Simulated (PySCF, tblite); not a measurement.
**C6H12OSi: geometry, infrared bands and NMR shifts**

Wanted: the infrared bands and NMR shifts of C6H12OSi (`C=C[C@@](C)(C=O)C[SiH3]`), by calculation.

Programs: tblite 0.8.0 and PySCF 2.14.0, with density-fitted response routines of our own. Each step states its level of theory. These are calculated values for one molecule in the gas phase, unless marked as measured. Atoms are numbered from 0 throughout.

### Step 1. The starting structure

20 atoms, charge 0, multiplicity 1; geometry from: force field or distance geometry start.

Bonds of the start (Å): C0–C1 1.36, C1–C2 1.51, C2–C3 1.54, C2–C4 1.53, C4–O5 1.24, C2–C6 1.55, C6–Si7 1.87, C0–H8 1.09, C0–H9 1.07, C1–H10 1.09, C3–H11 1.09, C3–H12 1.10, C3–H13 1.10, C4–H14 1.11, C6–H15 1.09, C6–H16 1.10, Si7–H17 1.50, Si7–H18 1.49, Si7–H19 1.48.

### Step 2. Optimising the geometry with GFN2-xTB

Job settings and geometry (Å):

```
{"job": {"kind": "relax", "xc": "GFN2-xTB", "basis": "xTB"}, "charge": 0, "multiplicity": 1}
C      2.719500    -0.526900     0.387000
C      1.603400    -0.623900    -0.377400
C      0.291900     0.112800    -0.203900
C      0.321000     1.203700     0.881200
C      0.074900     0.810300    -1.550900
O     -0.407300     0.265600    -2.552800
C     -0.818300    -0.940900     0.054000
Si    -2.600100    -0.391800     0.204700
H      2.785900     0.130600     1.248400
H      3.585300    -1.122900     0.163100
H      1.642700    -1.333700    -1.205400
H      1.162100     1.879400     0.750800
H     -0.582500     1.823400     0.886400
H      0.414500     0.751100     1.884900
H      0.445400     1.858400    -1.624400
H     -0.800500    -1.695800    -0.730000
H     -0.574900    -1.481900     0.985500
H     -3.500300    -1.581100     0.329500
H     -2.758200     0.445500     1.422600
H     -3.009600     0.428800    -0.956300
```

Started as:

```bash
OMP_NUM_THREADS=1 python probes_run.py task.json out
```

The driver reads the jobs from task.json and runs them one after another.

**Question.** This job is followed by: GFN2-xTB harmonic vibrations, gas phase; GIAO PBE0/pcSseg-1 NMR shielding, non-relativistic, gas phase. What will the session give for the following? strongest single infrared mode (GFN2-xTB); zero-point energy (GFN2-xTB); 13C shifts against TMS (PBE0/pcSseg-1); 1H shifts against TMS (PBE0/pcSseg-1, means over atoms taken as alike); 17O shifts against H2O (PBE0/pcSseg-1); 29Si shifts against TMS (PBE0/pcSseg-1); surface potential, 1st and 99th percentile.

The runs gave:

| quantity | value |
| --- | --- |
| strongest single infrared mode (GFN2-xTB) | 2222 cm⁻¹, 321 km/mol |
| zero-point energy (GFN2-xTB) | 98.4 kcal/mol |
| 13C shifts against TMS (PBE0/pcSseg-1) | 206.9, 151.1, 122.1, 54.6, 17.6, 16.7 ppm |
| 1H shifts against TMS (PBE0/pcSseg-1, means over atoms taken as alike) | 9.39, 5.76, 5.59, 5.52, 3.76, 1.54, 1.27, 0.52 ppm |
| 17O shifts against H2O (PBE0/pcSseg-1) | 674.5 ppm |
| 29Si shifts against TMS (PBE0/pcSseg-1) | -77.2 ppm |
| surface potential, 1st and 99th percentile | -1.51 V and 0.96 V |

What this shows: Over 105 steps the energy fell by 0.228 eV; of the close pairs, C4–O5 changed most, 1.238 to 1.198 Å. No mode is imaginary among the 54: a minimum at this level. The strongest single mode, at 2222 cm⁻¹, moves mainly H18. GFN2-xTB is a fitted tight-binding method: band positions and strengths are rough. Its intensities can rank the bands wrongly. C4 (aldehyde carbonyl carbon) lies farthest downfield among carbon, at 206.9 ppm; low-lying n→π* states of the double bond to the heteroatom give a large paramagnetic term (-271 ppm). The most deshielded hydrogen is H14 (hydrogen on an aldehyde carbonyl carbon), at 9.39 ppm: the formyl region, downfield of aromatic protons. At PBE0/pcSseg-1: The largest span, 1301 ppm, is at O5, where the paramagnetic term is -740 ppm. At PBE0/pcSseg-1, counted by nearest atom on the grid, the HOMO lies on O5 48 %; H14 12 %, the LUMO on C4 30 %; O5 24 %.
